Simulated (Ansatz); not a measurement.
# C7HN: geometry optimisation from a Python script

What geometry does C7HN take? Wanted for C7HN: a geometry optimisation. SMILES: C#CC#CC#CC#N.

Computed with the Python package of Ansatz 0.2.0. Level of theory: B3LYP/def2-SVP.

### Step 1. The system

Bond lengths: C1–C2 1.200 Å, C2–C3 1.540 Å, C3–C4 1.200 Å, C4–C5 1.540 Å, C5–C6 1.200 Å, C6–C7 1.540 Å, C7–N8 1.160 Å, C1–H9 1.065 Å. Angles: C1–C2–C3 180.0°, C2–C1–H9 180.0°, C2–C3–C4 180.0°, C3–C4–C5 180.0°, C4–C5–C6 180.0°, C5–C6–C7 180.0°, C6–C7–N8 180.0°.

No structure file is read: the coordinates are typed or built in the script.

### Step 2. The script

Input file run_opt.py:

```python
'''Geometry optimisation of C7HN.'''

from dataclasses import dataclass
import itertools

import ansatz as az
from ase.data import atomic_numbers, covalent_radii
import numpy as np


@dataclass(frozen=True)
class RunConfig:
    basis: str = 'def2-SVP'
    functional: str = 'B3LYP'


settings = RunConfig()

c7hn = (
    az.Crystal.molecule()
    .atom('C', [-3.9398, -0.291, -0.9524])
    .atom('C', [-2.7764, -0.2051, -0.6712])
    .atom('C', [-1.2834, -0.0948, -0.3103])
    .atom('C', [-0.12, -0.0089, -0.029])
    .atom('C', [1.3728, 0.1014, 0.3319])
    .atom('C', [2.5363, 0.1874, 0.6131])
    .atom('C', [4.0292, 0.2976, 0.974])
    .atom('N', [5.1538, 0.3807, 1.2459])
    .atom('H', [-4.9724, -0.3673, -1.202])
)

setup = (
    c7hn.calculation()
    .basis(gaussian=settings.basis)
    .functional(settings.functional)
)
symbols = [site.symbol for site in c7hn.cartesian_sites]
start = np.array([site.position_ang for site in c7hn.cartesian_sites], dtype=float)
def progress(event):
    if event['event'] == 'relax_step':
        row = event['data']
        print(f'step {row["step"]:3d}  E = {row["lagrangian_ev"]:.6f} eV  largest force component {row["allowed_force_max_ev_ang"]:.4f} eV/A')


report = setup.relax(force_tolerance=0.005).session().plan().execute(on_event=progress).report
end = np.array(report['positions_ang'])

print(f'E = {report["free_energy_ev"]:.6f} eV = {report["free_energy_ev"] / 27.211386246:.7f} Ha')
print('converged:', report['converged'], ' doubts:', report['published_state_doubts'] or 'none')

# pairs closer than 1.2 times the sum of covalent radii, before or after
radius = [covalent_radii[atomic_numbers[s]] for s in symbols]
span = lambda where, i, j: np.linalg.norm(where[i] - where[j])
bonded = [(i, j) for i, j in itertools.combinations(range(len(symbols)), 2) if min(span(start, i, j), span(end, i, j)) < 1.2 * (radius[i] + radius[j])]
print('pair        before    after (A)')
for i, j in bonded:
    print(f'{symbols[i]}{i}-{symbols[j]}{j}'.ljust(10), f'{span(start, i, j):8.4f} {span(end, i, j):8.4f}')

charges = report['charge_distribution']
dipole = np.array(charges['dipole_moment_e_ang']) * 4.803205
print('dipole (D): {:.3f} {:.3f} {:.3f}, length {:.3f}'.format(*dipole, np.linalg.norm(dipole)))
print('atom  Mulliken   Lowdin')
for symbol, m, l in zip(symbols, charges['mulliken_charges_e'], charges['lowdin_charges_e']):
    print(f'{symbol:4s} {m:9.3f} {l:8.3f}')
with open('c7hn_opt.xyz', 'w') as handle:
    handle.write(f'{len(symbols)}\nrelaxed C7HN\n')
    handle.writelines(f'{s:2s} {x:11.6f} {y:11.6f} {z:11.6f}\n' for s, (x, y, z) in zip(symbols, end))
```

### Step 3. The input behind the calls

The package turns the script's settings into the engine's input:

```yaml
crystal:
  periodic: [false, false, false]
  atoms:
    - { symbol: C, position_ang: [-3.9398, -0.291, -0.9524] }
    - { symbol: C, position_ang: [-2.7764, -0.2051, -0.6712] }
    - { symbol: C, position_ang: [-1.2834, -0.0948, -0.3103] }
    - { symbol: C, position_ang: [-0.12, -0.0089, -0.029] }
    - { symbol: C, position_ang: [1.3728, 0.1014, 0.3319] }
    - { symbol: C, position_ang: [2.5363, 0.1874, 0.6131] }
    - { symbol: C, position_ang: [4.0292, 0.2976, 0.974] }
    - { symbol: "N", position_ang: [5.1538, 0.3807, 1.2459] }
    - { symbol: H, position_ang: [-4.9724, -0.3673, -1.202] }
basis:
  gaussian:
    orbitals: def2-SVP
hamiltonian:
  xc: b3lyp
relax:
  f_tol: 0.005
```

### Step 4. Launch

Run with:

```sh
> python run_opt.py
```

Without the output at hand: what should come out? Wanted: total energy; dipole moment; moves of the relaxation; energy gained; last largest force component.

The runs gave:

| quantity | value |
| --- | --- |
| total energy | -8752.6839 eV |
| dipole moment | 5.16 D |
| moves of the relaxation | 5 |
| energy gained | 1.693 eV |
| last largest force component | 0.0017 eV/Å |

After 5 moves the largest shift is 0.259 Å, of atom 7 (C). What to keep in mind:
- The end point is the stationary point reached from this start; no frequency run checks that it is a minimum, and the basis set is modest.
- The Löwdin charges here are taken after orthogonalising the functions within each atom; they differ from plain Löwdin charges, and their signs can be unphysical.
- b3lyp holds the VWN-RPA fit, as in Gaussian; the form of ORCA and Turbomole is b3lyp5.
